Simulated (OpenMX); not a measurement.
The system is Bi2Te3 (Tellurobismuthite).

```
Bi Te
1.0
     2.19300    1.26613   10.16567
    -2.19300    1.26613   10.16567
     0.00000   -2.53226   10.16567
Bi Te
2 3
Direct
  0.60000 0.60000 0.60000
  0.40000 0.40000 0.40000
  0.79050 0.79050 0.79050
  0.20950 0.20950 0.20950
  0.00000 0.00000 0.00000
```

Base run:

* Program: OpenMX 3.8.5
* Functional: PBE
* Potentials or basis: OpenMX 2013 PBE set, Bi8.0-s3p2d2f1, Te7.0-s3p2d2f1, grid cutoff 500 Ry
* k mesh: 7 × 7 × 7
* Occupations: fermi-dirac, width 0.05 eV
* Spin: no spin polarisation

Its results: band gap on the k mesh 0.23 eV, direct; largest force 0.539 eV/Å.

Task: The run is repeated on the same cell with these changes: k mesh from 7 × 7 × 7 to 5 × 5 × 5; spin from no spin polarisation to non-collinear spin, zero start, spin-orbit coupling. What comes out?

Result: Band gap on the k mesh 0.28 eV, indirect (least direct gap 0.39 eV); net moment 0.00 μB per cell; largest force 0.663 eV/Å.

Several settings changed at once, so the effect can't be laid on one alone.

Caveats: the basis of atomic orbitals isn't converged, which shifts pressures, moduli and gaps; spin-orbit coupling is left out, which as a rule narrows the gap of such compounds by several tenths of an eV (some runs); total energies with and without spin-orbit coupling shouldn't be compared in this program (some runs); the mesh misses the band edges, which the band path finds closer together (some runs).
